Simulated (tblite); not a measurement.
# C5H8F2GeSi: the cost of one run

Programs: tblite 0.8.0 and PySCF 2.14.0, with density-fitted response routines of our own. Each step states its level of theory. These are calculated values for one molecule in the gas phase, unless marked as measured. Atoms are numbered from 0 throughout.

## Step 1: The starting structure

17 atoms, charge 0, multiplicity 1; geometry from: force field or distance geometry start.

Bonds of the start (Å): C0–C1 1.22, C1–C2 1.47, C2–C3 1.50, C3–Si4 1.90, Si4–C5 1.89, C5–F6 1.35, C5–Ge7 1.96, Ge7–F8 1.74, Ge7–C2 1.96, C0–H9 1.05, C2–H10 1.09, C3–H11 1.10, C3–H12 1.11, Si4–H13 1.44, Si4–H14 1.46, C5–H15 1.11, Ge7–H16 1.53.

## Step 2: Geometry optimisation with GFN2-xTB

The job: settings as JSON, then the geometry in Å.

```
{"job": {"kind": "relax", "xc": "GFN2-xTB", "basis": "xTB"}, "charge": 0, "multiplicity": 1}
C      2.359600    -1.158500    -0.551500
C      1.538000    -0.271800    -0.726900
C      0.557200     0.802000    -0.920600
C      0.233900     1.517900     0.357100
Si    -0.285100     0.142500     1.567100
C     -1.222400    -1.092600     0.485900
F     -2.484300    -1.322000     0.911800
Ge    -1.136900    -0.134600    -1.225200
F     -0.917800    -1.276300    -2.525800
H      3.065000    -1.922400    -0.401000
H      0.855300     1.431600    -1.755000
H     -0.601300     2.230600     0.275400
H      1.098000     2.058800     0.806800
H     -1.074500     0.626900     2.667400
H      0.951700    -0.416700     2.093500
H     -0.608800    -2.010000     0.338900
H     -2.334500     0.806600    -1.408000
```

Run with:

```bash
> OMP_NUM_THREADS=1 python probes_run.py task.json out
```

This one command runs all jobs of the session in turn.

Q: Estimate the wall time and peak memory of this first job on 1 thread of Arm Neoverse N1, shared host.

About 1.7 s, with a peak of 0.18 GiB.
